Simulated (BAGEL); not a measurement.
**quartet [CrCl2]− at 3 levels**

Aim: a comparison of 3 runs (UHF/STO-3G, ROHF/6-31G*, ROHF/def2-SVPD) of quartet [CrCl2]−. 

Program for the calculation: BAGEL 1.2.2.

5 further runs of the same task are left out: 2 that didn't finish, 3 set aside as unsound or not needed.

### 1 The system as given

[CrCl2]− has 3 atoms, charge -1, and is taken as a quartet. As SMILES of the parent species, `[Cl][Cr][Cl]`. Geometry: a GFN2-xTB relaxation, a rough one for these elements and not checked as a minimum. That shape belongs to the parent species and isn't relaxed for this state.

Bond lengths: Cr1–Cl2 2.075 Å, Cr1–Cl3 2.075 Å. Angles: Cl2–Cr1–Cl3 179.9°.

### 2 A single-point energy at UHF/STO-3G (density fitting with qzvpp-jkfit) (run 1)

input.json reads:

```json
{ "bagel": [

{
  "title": "molecule",
  "basis": "sto-3g",
  "df_basis": "qzvpp-jkfit",
  "angstrom": true,
  "geometry": [
    { "atom": "Cr", "xyz": [       0.000530,       0.000300,       0.000020 ] },
    { "atom": "Cl", "xyz": [      -0.015450,      -0.019270,       2.075180 ] },
    { "atom": "Cl", "xyz": [       0.014920,       0.018970,      -2.075210 ] }
  ]
},

{ "title": "uhf", "charge": -1, "nopen": 3 },

{ "title": "print", "file": "orbitals.molden", "orbitals": true }

]}
```

Command:

```console
$ BAGEL_NUM_THREADS=1 BAGEL input.json > input.out
```

The log of the run:

```text
* using 1 threads per process

  ===============================================================
  ===============================================================

  *** Geometry ***

  { "atom" : "Cr", "xyz" : [      0.001002,      0.000567,      0.000038 ] },
  { "atom" : "Cl", "xyz" : [     -0.029196,     -0.036415,      3.921522 ] },
  { "atom" : "Cl", "xyz" : [      0.028195,      0.035848,     -3.921579 ] },

  Number of auxiliary basis functions:      520

  Since a DF basis is specified, we compute 2- and 3-index integrals:
    o Being stored without compression. Storage requirement is 0.005 GB

  Number of basis functions:       36
  Number of electrons      :       58

    * METHOD: MOLECULE                             0.51

  *** Open-shell HF ***

  === Nuclear Repulsion ===
   244.9116788312

      * DIIS with orbital gradients will be used.

  === UHF iteration (sto-3g) ===
      0      -1941.49305771          0.01756980           0.16
      1      -1941.55160687          0.00602876           0.15
      2      -1941.55768902          0.00162003           0.12
      3      -1941.55975431          0.00092245           0.12
      4      -1941.56105364          0.00028667           0.12
      5      -1941.56161871          0.00010673           0.15
      6      -1941.56179051          0.00003388           0.14
      7      -1941.56180300          0.00002328           0.12
      8      -1941.56181172          0.00000774           0.14
      9      -1941.56181375          0.00000270           0.15
     10      -1941.56181420          0.00000142           0.16
     11      -1941.56181438          0.00000035           0.17
     12      -1941.56181438          0.00000019           0.14
     13      -1941.56181438          0.00000014           0.17
     14      -1941.56181438          0.00000012           0.17
     15      -1941.56181438          0.00000004           0.18
     16      -1941.56181438          0.00000002           0.14
     17      -1941.56181438          0.00000000           0.12
    * SCF iteration converged.

    * S^2 (UHF) is 3.8465

    * Permanent dipole moment:
           (    0.000229,     0.000130,    -0.000072) a.u.

    * METHOD: UHF                                  2.90

    * METHOD: PRINT                                0.00

  ===============================================================
```

Wall time 3.9 s (1 thread of Intel Xeon at 2.50GHz (Skylake/Cascade Lake), shared host).

### 3 A single-point energy at ROHF/6-31G(d) (density fitting with qzvpp-jkfit, spherical functions) (run 2)

input.json reads:

```json
{ "bagel": [

{
  "title": "molecule",
  "basis": "6-31gs.json",
  "df_basis": "qzvpp-jkfit",
  "angstrom": true,
  "geometry": [
    { "atom": "Cr", "xyz": [    0.000530,    0.000300,    0.000020 ] },
    { "atom": "Cl", "xyz": [   -0.015450,   -0.019270,    2.075180 ] },
    { "atom": "Cl", "xyz": [    0.014920,    0.018970,   -2.075210 ] }
  ]
},
{ "title": "rohf", "charge": -1, "nopen": 3 },
{ "title": "print", "file": "orbitals.molden", "orbitals": true }

]}
```

The basis set 6-31G* is read from a file made from the Basis Set Exchange's data (not shown).

Command:

```console
$ BAGEL_NUM_THREADS=1 BAGEL input.json > input.out
```

The log of the run:

```text
* using 1 threads per process

  ===============================================================
  ===============================================================

  *** Geometry ***

  { "atom" : "Cr", "xyz" : [      0.001002,      0.000567,      0.000038 ] },
  { "atom" : "Cl", "xyz" : [     -0.029196,     -0.036415,      3.921522 ] },
  { "atom" : "Cl", "xyz" : [      0.028195,      0.035848,     -3.921579 ] },

  Number of auxiliary basis functions:      520

  Since a DF basis is specified, we compute 2- and 3-index integrals:
    o Being stored without compression. Storage requirement is 0.020 GB

  Number of basis functions:       70
  Number of electrons      :       58

    * METHOD: MOLECULE                             0.77

  *** Open-shell HF ***

  === Nuclear Repulsion ===
   244.9116788312

      * DIIS with orbital gradients will be used.

  === ROHF iteration (6-31gs.json) ===
      0      -1962.16490329          0.01545466           0.34
      1      -1962.23988781          0.00624240           0.28
      2      -1962.24966525          0.00352422           0.34
      3      -1962.25242876          0.00106161           0.31
      4      -1962.25294559          0.00045786           0.29
      5      -1962.25309392          0.00016159           0.35
      6      -1962.25313191          0.00001922           0.35
      7      -1962.25312718          0.00000686           0.38
      8      -1962.25312675          0.00000137           0.33
      9      -1962.25312656          0.00000024           0.30
     10      -1962.25312653          0.00000005           0.29
     11      -1962.25312653          0.00000001           0.35
     12      -1962.25312653          0.00000000           0.29
    * SCF iteration converged.

    * S^2 (ROHF) is 3.7500

    * Permanent dipole moment:
           (    0.000284,     0.000161,    -0.000066) a.u.

    * METHOD: ROHF                                 4.75

    * METHOD: PRINT                                0.01

  ===============================================================
```

Wall time 6.3 s (1 thread of Intel Xeon at 2.50GHz (Skylake/Cascade Lake), shared host).

### 4 The energy at ROHF/def2-SVPD (density fitting with qzvpp-jkfit) (run 3)

hf.json reads:

```json
{ "bagel": [

{
  "title": "molecule",
  "basis": "def2-svpd.json",
  "df_basis": "qzvpp-jkfit",
  "angstrom": true,
  "geometry": [
    { "atom": "Cr", "xyz": [    0.000530,    0.000300,    0.000020 ] },
    { "atom": "Cl", "xyz": [   -0.015450,   -0.019270,    2.075180 ] },
    { "atom": "Cl", "xyz": [    0.014920,    0.018970,   -2.075210 ] }
  ]
},
{
  "title": "rohf",
  "charge": -1,
  "nopen": 3
},
{
  "title": "print",
  "file": "orbitals.molden",
  "orbitals": true
}

]}
```

The basis set def2-SVPD is read from a file made from the Basis Set Exchange's data (not shown).

Command:

```console
$ BAGEL_NUM_THREADS=1 BAGEL hf.json > hf.out
```

The log of the run:

```text
* using 1 threads per process

  ===============================================================
  ===============================================================

  *** Geometry ***

  { "atom" : "Cr", "xyz" : [      0.001002,      0.000567,      0.000038 ] },
  { "atom" : "Cl", "xyz" : [     -0.029196,     -0.036415,      3.921522 ] },
  { "atom" : "Cl", "xyz" : [      0.028195,      0.035848,     -3.921579 ] },

  Number of auxiliary basis functions:      520

  Since a DF basis is specified, we compute 2- and 3-index integrals:
    o Being stored without compression. Storage requirement is 0.032 GB

  Number of basis functions:       88
  Number of electrons      :       58

    * METHOD: MOLECULE                             0.80

  *** Open-shell HF ***

  === Nuclear Repulsion ===
   244.9116788312

      * DIIS with orbital gradients will be used.

  === ROHF iteration (def2-svpd.json) ===
      0      -1961.88404657          0.01716462           0.40
      1      -1961.96907605          0.00781976           0.38
      2      -1961.98144079          0.00591939           0.35
      3      -1961.98907061          0.00094339           0.40
      4      -1961.98960631          0.00053565           0.40
      5      -1961.98987834          0.00027344           0.39
      6      -1961.99007454          0.00012054           0.41
      7      -1961.99008149          0.00009273           0.40
      8      -1961.99012545          0.00006648           0.44
      9      -1961.99015889          0.00002564           0.42
     10      -1961.99014719          0.00001815           0.44
     11      -1961.99013776          0.00001262           0.46
     12      -1961.99013715          0.00000674           0.43
     13      -1961.99014087          0.00000281           0.46
     14      -1961.99013946          0.00000197           0.42
     15      -1961.99013913          0.00000126           0.44
     16      -1961.99013856          0.00000062           0.40
     17      -1961.99013849          0.00000040           0.46
     18      -1961.99013853          0.00000018           0.34
     19      -1961.99013855          0.00000005           0.42
     20      -1961.99013863          0.00000003           0.44
     21      -1961.99013863          0.00000001           0.44
     22      -1961.99013863          0.00000000           0.38
    * SCF iteration converged.

    * S^2 (ROHF) is 3.7500

    * Permanent dipole moment:
           (   -0.000025,    -0.000014,    -0.000068) a.u.

    * METHOD: ROHF                                10.08

    * METHOD: PRINT                                0.02

  ===============================================================
```

It took 11 s on 1 thread of Intel Xeon at 2.50GHz (Skylake/Cascade Lake), shared host.

### 5 All runs side by side

| run | level | energy (Eh) | ⟨S²⟩ | wall time |
| --- | --- | --- | --- | --- |
| 1 | UHF/STO-3G (density fitting with qzvpp-jkfit) | -1941.561814 | 3.846 | 3.9 s |
| 2 | ROHF/6-31G* (density fitting with qzvpp-jkfit, spherical functions) | -1962.253127 | 3.750 | 6.3 s |
| 3 | ROHF/def2-SVPD (density fitting with qzvpp-jkfit) | -1961.990139 | 3.750 | 11 s |

### 6 What came out

| quantity | value |
| --- | --- |
| run 3: total energy | -1961.99014 Eh |
| run 3: ⟨S²⟩ | 3.750 |

**Reading.** In run 1 the basis is minimal, so the values are rough. All runs together took 22 s, the longest 11 s.
